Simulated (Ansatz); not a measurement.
**ZrCl+ (triplet): the correlation ladder, def2-QZVPP**

One table from this session's results is given with a row withheld; the runs are named, their logs left out.

Method: def2-QZVPP, core rule «outside noble gas», up to 9 orbitals frozen; program: Ansatz 0.2.0, Gaussian basis.

The runs, in order: UHF; ROHF; CCSD(T) on UHF.

2 further runs of the same task are left out: 2 set aside as unsound or not needed.

## The geometry

The geometry is a PBE0/def2-TZVP stationary point (not a proven minimum) of the parent state, kept for this charge and spin. No spin-orbit coupling is included. Elements past krypton take def2 core potentials.

2 atoms, charge 1, spin multiplicity 3.

Atoms are counted from 1 here; the program's logs count them from 0.

Bond lengths: Zr1–Cl2 2.251 Å.

The first run:

Input file in.yaml:

```yaml
crystal:
  periodic: [false, false, false]
  atoms:
    - {symbol: Zr, position_ang: [0.000000, 0.000000, 0.000000]}
    - {symbol: Cl, position_ang: [0.000000, 0.000000, 2.251400]}
basis:
  gaussian: {orbitals: "def2-QZVPP.json"}
total_charge: 1
magnetization: {spin_polarized: true, initial_magnetization: 2}
hamiltonian: {xc: hf}
output: {orbitals: {seedname: orbitals}}
```

Launch:

```console
> ansatz run in.yaml --threads 1 --pin off --events-out ev --progress --plain --max-ram 4096MiB --backend cpu
```

Among the steps run: UHF; ROHF; CCSD(T) on UHF.

One table of the session follows, with a row left open; its other results are not shown here.

```
  method  from UCCSD(T) (kJ/mol)
    ROHF                  +748.9
     UHF                  +735.6
    UMP2                   +80.3
   UCCSD                       ?
UCCSD(T)                       0
```

**Question.** Estimate the row for UCCSD.

**Answer.** from UCCSD(T) (kJ/mol): +38.0. In the column «from UCCSD(T) (kJ/mol)» it lies between UCCSD(T) (0) and UMP2 (+80.3).
